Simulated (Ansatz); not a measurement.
**CBr₂Cl₂: basis-set convergence**

Aim: see how fast density functionals converge with the basis set for CBr₂Cl₂.

The runs use Ansatz 0.2.0, Gaussian basis; one geometry, several basis sets.

The runs, in order: PBE0-D4/def2-SVP; ωB97M-V/def2-SVP; PBE0-D4/def2-QZVPP; ωB97M-V/def2-QZVPP; the functionals' def2-TZVPP values are taken from earlier runs.

## 1. The relaxed structure

The geometry comes from an earlier relaxation with PBE0-D4 in a triple-zeta def2 set; it is a stationary point.

SMILES `ClC(Cl)(Br)Br`, 5 atoms, charge 0, spin multiplicity 1.

Atoms are counted from 1 here; the program's logs count them from 0.

Bond lengths: Cl1–C2 1.755 Å, C2–Cl3 1.755 Å, C2–Br4 1.940 Å, C2–Br5 1.940 Å. Angles: Cl1–C2–Cl3 109.9°, Cl1–C2–Br4 109.4°, Cl1–C2–Br5 109.5°, Cl3–C2–Br4 109.4°, Cl3–C2–Br5 109.5°, Br4–C2–Br5 109.1°.

## 2. PBE0-D4 in def2-SVP

Input file in.yaml:

```yaml
crystal:
  periodic: [false, false, false]
  atoms:
    - {symbol: Cl, position_ang: [0.575947, -0.931893, 1.411669]}
    - {symbol: C, position_ang: [-0.009558, -0.014766, 0.034287]}
    - {symbol: Cl, position_ang: [-1.436946, 0.900134, 0.488876]}
    - {symbol: Br, position_ang: [-0.454945, -1.231630, -1.410027]}
    - {symbol: Br, position_ang: [1.375402, 1.204455, -0.566205]}
basis:
  gaussian: {orbitals: def2-SVP}
hamiltonian: {xc: pbe0, dispersion: d4}
output: {orbitals: {seedname: orbitals}}
```

The runs that follow: ωB97M-V in def2-SVP; PBE0-D4 in def2-QZVPP; ωB97M-V in def2-QZVPP.

**Question.** What will the summary of the whole plan be? Wanted: PBE0-D4: double and triple zeta above quadruple; ωB97M-V: double and triple zeta above quadruple.

As calculated:

```
                                       quantity           value
PBE0-D4: double and triple zeta above quadruple  30.56, 3.65 eV
ωB97M-V: double and triple zeta above quadruple  30.24, 3.51 eV
```

In words: PBE0-D4 gains 26.91 eV from double to triple zeta, then 3.65 eV more. Total energies overstate the basis error of differences, where much of it tends to cancel.
